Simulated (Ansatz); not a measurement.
# Na16F: the cost of one run

All numbers below are computed with Ansatz 0.2.0 (DFT LDA, plane waves, PAW, scalar-relativistic, no spin polarisation).

## Step 1: The starting structure

The cell holds 17 atoms (FNa16): a = 8.460 Å, b = 8.460 Å, c = 8.460 Å, α = 90.00°, β = 90.00°, γ = 90.00°.

The coordinates stand in the first input below.

## Step 2: End point A

input.yaml reads:

```yaml
crystal:
  lattice:
    - [8.46, 0.0, 0.0]
    - [0.0, 8.46, 0.0]
    - [0.0, 0.0, 8.46]
  atoms:
    - { symbol: Na, position: [0.0, 0.0, 0.0] }
    - { symbol: Na, position: [0.5, 0.0, 0.0] }
    - { symbol: Na, position: [0.0, 0.5, 0.0] }
    - { symbol: Na, position: [0.0, 0.0, 0.5] }
    - { symbol: Na, position: [0.25, 0.25, 0.25] }
    - { symbol: Na, position: [0.5, 0.5, 0.0] }
    - { symbol: Na, position: [0.5, 0.0, 0.5] }
    - { symbol: Na, position: [0.75, 0.25, 0.25] }
    - { symbol: Na, position: [0.0, 0.5, 0.5] }
    - { symbol: Na, position: [0.25, 0.75, 0.25] }
    - { symbol: Na, position: [0.25, 0.25, 0.75] }
    - { symbol: Na, position: [0.5, 0.5, 0.5] }
    - { symbol: Na, position: [0.75, 0.75, 0.25] }
    - { symbol: Na, position: [0.75, 0.25, 0.75] }
    - { symbol: Na, position: [0.25, 0.75, 0.75] }
    - { symbol: Na, position: [0.75, 0.75, 0.75] }
    - { symbol: F, position: [0.1315972, -0.001821, 0.7424294] }
basis:
  ecutwfc: 420.0
kpoints:
  mp_grid: { grid: [2, 2, 2] }
hamiltonian:
  xc: lda
scf:
  occupations: { method: fermi_dirac, width: 0.05 }
  lower_state_search: "off"
relax:
  f_tol: 0.03
  max_steps: 60
  adjacent_minimum: "off"
```

On the command line:

```
ansatz run input.yaml --threads 4 --pin off --max-ram 10240MiB --backend cpu --events-out ev --progress --plain --runs-dir out
```

What time and memory should one allow on 4 threads of Intel Xeon Platinum 8488C (Sapphire Rapids), shared host?

About 35 s, with a peak of 1.4 GiB.
